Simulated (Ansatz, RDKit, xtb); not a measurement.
# C4H9BrOSi: which of the isomers drawn lies lowest?, part 2 of 2

Which of a sample of isomers of C4H9BrOSi is the most stable in the gas at 298.15 K, and what are its properties? The sample is small against all isomers, and the most stable one of this formula need not be in it.

xtb, Ansatz and PySCF; isolated molecules.

**9. Last filter: a higher level**

Each finalist gets a single point at CCSD(T)/def2-SVP + MP2/def2-TZVPP - MP2/def2-SVP.

c788a, CCSD(T)/def2-SVP:

The input, input.yaml:

```yaml
basis:
  gaussian: {orbitals: def2-SVP}
crystal:
  periodic: [false, false, false]
  atoms:
    - symbol: C
      position_ang: [-1.842488, -0.123294, 1.206443]
    - symbol: C
      position_ang: [-0.355845, -0.383950, 1.428340]
    - symbol: C
      position_ang: [0.384186, -0.527949, 0.094331]
    - symbol: C
      position_ang: [0.373894, 0.739038, -0.751160]
    - symbol: Br
      position_ang: [-2.797649, 0.142701, 2.889779]
    - symbol: O
      position_ang: [-0.928247, 1.152503, -1.105282]
    - symbol: Si
      position_ang: [-2.063773, 1.389961, 0.098817]
    - symbol: H
      position_ang: [-2.317628, -1.001986, 0.743718]
    - symbol: H
      position_ang: [-0.218942, -1.289130, 2.042296]
    - symbol: H
      position_ang: [0.079806, 0.451647, 2.004799]
    - symbol: H
      position_ang: [-0.060136, -1.351111, -0.491805]
    - symbol: H
      position_ang: [1.431726, -0.810255, 0.289111]
    - symbol: H
      position_ang: [0.931642, 0.570699, -1.686139]
    - symbol: H
      position_ang: [0.897896, 1.550017, -0.205517]
    - symbol: H
      position_ang: [-3.403759, 1.467986, -0.536966]
    - symbol: H
      position_ang: [-1.762672, 2.618767, 0.894106]
correlation: {method: ccsd_t, frozen_orbitals: {C: 1, O: 1, Si: 5, H: 0, Br: 9}}
```

Command:

```sh
$ ansatz run input.yaml --threads 4 --pin off --max-ram 7830MiB --events-out events.jsonl --progress --plain --runs-dir runs
```

What it wrote, shortened:

```text
Warning: RAYON_NUM_THREADS=4 ignored (pool sized by the plan → 4); use --threads N
Functional definition: HF
  name "HF"
[...]
1650 factors; integrals over basis functions are off by at most 1.4e-3 eV
[...]
mean field -84148.04543972 eV, -3092.3836323160 hartree, gradient 5.6e-6 eV, S^2 0.000000; 0 other end points of the search recorded, 0 dependent functions left out
19 core orbitals not correlated: weight in the atoms' cores, before any rotation towards them, 1.000 or more for the frozen orbitals, at most 0.000 for the correlated occupied ones
reference -84148.04543972 eV, -3092.3836323160 hartree; 26, 26 occupied and 120, 120 virtual orbitals, 1650 factors
second order -29.09274063 eV of doubles, -0.00000000 eV of singles
cycle   1  -29.91574874 eV  change   -8.2e-1 eV  update   1.2e-1
[...]
cycle   9  -30.80945694 eV  change   -1.1e-5 eV  update   2.6e-5
perturbative correction -0.90887084 eV, -0.0334003873 hartree
Total energy: -84179.76376750 eV, -3093.5492593624 hartree
```

It took 74 s on 4 threads of Arm Neoverse V1, shared host; peak memory 1.8 GiB.

**10. c788a at MP2/def2-TZVPP**

input.yaml, as its differences from that of step 9:

```diff
@@ -1,3 +1 @@
-basis:
-  gaussian: {orbitals: def2-SVP}
 crystal:
@@ -37,2 +35,7 @@
       position_ang: [-1.762672, 2.618767, 0.894106]
-correlation: {method: ccsd_t, frozen_orbitals: {C: 1, O: 1, Si: 5, H: 0, Br: 9}}
+basis:
+  gaussian:
+    orbitals: def2-TZVPP
+correlation:
+  method: mp2
+  frozen_orbitals: {C: 1, O: 1, Si: 5, H: 0, Br: 9}
```

Command:

```sh
$ ansatz run input.yaml --threads 4 --pin off --max-ram 7830MiB --events-out events.jsonl --progress --plain --runs-dir runs
```

What it wrote:

```text
Warning: RAYON_NUM_THREADS=4 ignored (pool sized by the plan → 4); use --threads N
[... 2 set-up lines as earlier in the session ...]
  exchange = exact_x
  correlation = 0
2225 factors; integrals over basis functions are off by at most 9.3e-4 eV
mean field evaluation 1: about -84161.5147 eV, gradient 4.2e1 eV
mean field evaluation 2: about -84161.9395 eV, gradient 4.3e1 eV
mean field evaluation 4: about -84166.6159 eV, gradient 5.8e0 eV
mean field evaluation 8: about -84166.7164 eV, gradient 3.0e-1 eV
mean field -84166.71672806 eV, -3093.0697895065 hartree, gradient 2.4e-6 eV, S^2 0.000000; 0 other end points of the search recorded, 0 dependent functions left out
19 core orbitals not correlated: weight in the atoms' cores, before any rotation towards them, 1.000 or more for the frozen orbitals, at most 0.000 for the correlated occupied ones
reference -84166.71672806 eV, -3093.0697895065 hartree; 26, 26 occupied and 326, 326 virtual orbitals, 2225 factors
second order -35.75120190 eV of doubles, -0.00000000 eV of singles
Total energy: -84202.46792996 eV, -3094.3836219434 hartree
```

Run time: 15 s. Hardware: 4 threads of Arm Neoverse V1, shared host; peak memory 1.6 GiB.

**11. c520a at CCSD(T)/def2-SVP**

The input, input.yaml:

```yaml
crystal:
  periodic: [false, false, false]
  atoms:
    - {symbol: C, position_ang: [-1.193318, 0.652964, -1.455522]}
    - {symbol: C, position_ang: [-0.522048, 0.475774, -0.111196]}
    - {symbol: C, position_ang: [-0.313208, -0.997141, 0.266983]}
    - {symbol: C, position_ang: [-1.242464, 1.130825, 1.071209]}
    - {symbol: Br, position_ang: [1.283356, 1.312244, -0.216687]}
    - {symbol: O, position_ang: [0.028453, -1.111815, 1.621754]}
    - {symbol: Si, position_ang: [-0.463814, 0.217234, 2.534608]}
    - {symbol: H, position_ang: [-1.282434, 1.717155, -1.712703]}
    - {symbol: H, position_ang: [-2.206130, 0.219086, -1.419058]}
    - {symbol: H, position_ang: [-0.626803, 0.150241, -2.253143]}
    - {symbol: H, position_ang: [-1.266577, -1.527567, 0.063076]}
    - {symbol: H, position_ang: [0.466486, -1.459070, -0.358253]}
    - {symbol: H, position_ang: [0.685445, 0.889368, 3.199694]}
    - {symbol: H, position_ang: [-1.458938, -0.183300, 3.572632]}
    - {symbol: H, position_ang: [-1.161939, 2.225986, 1.058087]}
    - {symbol: H, position_ang: [-2.314851, 0.868044, 1.017200]}
basis:
  gaussian: {orbitals: def2-SVP}
correlation: {method: ccsd_t, frozen_orbitals: {C: 1, O: 1, Si: 5, H: 0, Br: 9}}
```

Command:

```sh
$ ansatz run input.yaml --threads 4 --pin off --max-ram 7830MiB --events-out events.jsonl --progress --plain --runs-dir runs
```

What it wrote, shortened:

```text
Warning: RAYON_NUM_THREADS=4 ignored (pool sized by the plan → 4); use --threads N
[... 2 set-up lines as earlier in the session ...]
[...]
1649 factors; integrals over basis functions are off by at most 1.3e-3 eV
[...]
mean field -84147.94342766 eV, -3092.3798834417 hartree, gradient 5.0e-6 eV, S^2 0.000000; 0 other end points of the search recorded, 0 dependent functions left out
19 core orbitals not correlated: weight in the atoms' cores, before any rotation towards them, 1.000 or more for the frozen orbitals, at most 0.000 for the correlated occupied ones
reference -84147.94342766 eV, -3092.3798834417 hartree; 26, 26 occupied and 120, 120 virtual orbitals, 1649 factors
second order -29.25988747 eV of doubles, -0.00000000 eV of singles
cycle   1  -30.00562348 eV  change   -7.5e-1 eV  update   1.2e-1
[...]
cycle   8  -30.91667331 eV  change    3.6e-5 eV  update   5.1e-5
perturbative correction -0.93663304 eV, -0.0344206295 hartree
Total energy: -84179.79673401 eV, -3093.5504708593 hartree
```

It took 71 s on 4 threads of Arm Neoverse V1, shared host; peak memory 1.8 GiB.

**12. Putting it together**

Energies in kcal/mol from c890a; G adds the thermal terms to the CCSD(T)/def2-SVP + MP2/def2-TZVPP - MP2/def2-SVP energy. The columns left of the relaxed level are at the tight-binding geometries.

| label | SMILES | spin | GFN2-xTB | HF/STO-3G | r2SCAN-D4/def2-SVP | PBE0-D3(BJ)/def2-SVP | HF/def2-SVP | MP2/def2-SVP | CCSD(T)/def2-SVP + MP2/def2-TZVPP - MP2/def2-SVP | G | share at equilibrium | T1 |
| --- | --- | --- | --- | --- | --- | --- | --- | --- | --- | --- | --- | --- |
| c890a | C=C(Br)O[SiH](C)C | singlet | 0.0 | 0.0 | 0.0 | 0.0 | 0.0 | 0.0 | 0.0 | 0.0 | 49.1 % | 0.010 |
| c520a | C[C@]1(Br)CO[SiH2]C1 | singlet | -23.9 | -18.9 | -2.6 | -5.8 | -3.0 | -8.3 | -4.1 | 0.1 | 41.4 % | 0.009 |
| c788a | Br[C@@H]1CCCO[SiH2]1 | singlet | -23.5 | -21.2 | -2.2 | -6.1 | -5.3 | -6.8 | -3.6 | 1.3 | 5.2 % | 0.009 |
| c893d | C=C(CBr)C[SiH2]O | singlet | -2.1 | 25.6 | 7.2 | 5.8 | 2.4 | 1.7 | 1.2 | 1.4 | 4.3 % | 0.009 |

Lowest found: c890a, `C=C(Br)O[SiH](C)C`, a singlet. Bond lengths: C1–C2 1.334 Å, C2–Br5 1.923 Å, C2–O6 1.321 Å, C3–Si7 1.865 Å, C4–Si7 1.862 Å, O6–Si7 1.708 Å, C1–H8 1.088 Å, C1–H9 1.092 Å, Si7–H10 1.491 Å, C3–H11 1.100 Å, C3–H12 1.101 Å, C3–H13 1.102 Å, C4–H14 1.101 Å, C4–H15 1.100 Å, C4–H16 1.101 Å. Some angles: C1–C2–Br5 119.5°, C1–C2–O6 125.1°, Br5–C2–O6 115.4°, C2–O6–Si7 131.9°, C3–Si7–C4 113.0°, C3–Si7–O6 109.5°, C4–Si7–O6 103.4°, C2–C1–H8 121.3°, C2–C1–H9 118.6°, C3–Si7–H10 111.4°.

```xyz
16

C     0.7598    1.7322    0.1823
C     0.2745    1.1941   -0.9376
C    -2.6143   -0.6597   -1.6354
C    -0.3490   -2.7827   -1.7776
Br   -0.3641    2.3425   -2.3413
O     0.2176   -0.1005   -1.1948
Si   -0.8579   -1.0296   -2.1426
H     0.8116    2.8107    0.3144
H     1.1179    1.0662    0.9696
H    -0.6247   -0.6971   -3.5775
H    -2.8672    0.3937   -1.8270
H    -2.7612   -0.8635   -0.5633
H    -3.3168   -1.2894   -2.2044
H    -0.9432   -3.4893   -2.3781
H     0.7134   -2.9388   -2.0181
H    -0.5002   -3.0219   -0.7139
```

**13. Outcome**

What follows sums up all 2 parts.

| quantity | value |
| --- | --- |
| lowest structure found | C=C(Br)O[SiH](C)C, singlet |
| next finalist | C[C@]1(Br)CO[SiH2]C1, singlet, 0.1 kcal/mol higher in G |
| share at equilibrium, among the finalists | 49.1 % |
| funnel | 39 starts, 38 minima at GFN2-xTB, 18 screening runs, 6 relaxed, 4 ranked |
| CPU time of all runs | 45 min |

What this shows: The lowest structure found is `C=C(Br)O[SiH](C)C`. Its margin of 0.1 kcal/mol is inside the likely error of CCSD(T)/def2-SVP + MP2/def2-TZVPP - MP2/def2-SVP with harmonic terms (about 1.5 kcal/mol), so the order of the first two is not settled. The thermal terms turn the order: in electronic energy alone `C[C@]1(Br)CO[SiH2]C1` is lowest. They come from GFN2-xTB, so the order rests on a rough term. With modes this soft, harmonic terms can't settle so small a difference. GFN2-xTB favours the singlet C[C@]1(Br)CO[SiH2]C1 (c520b, not a finalist); HF/STO-3G, PBE0-D3(BJ)/def2-SVP and HF/def2-SVP favour the singlet Br[C@@H]1CCCO[SiH2]1; r2SCAN-D4/def2-SVP and MP2/def2-SVP favour the singlet C[C@]1(Br)CO[SiH2]C1. The largest share of the time went into the final energies (51 %). 19 minima inside the window were never screened. Lowest found is not proven lowest: the search is finite, and each finalist counts with one conformer. Only 14 drawn patterns were tried, so whole families of isomers are missing, and the result ranks this sample alone.
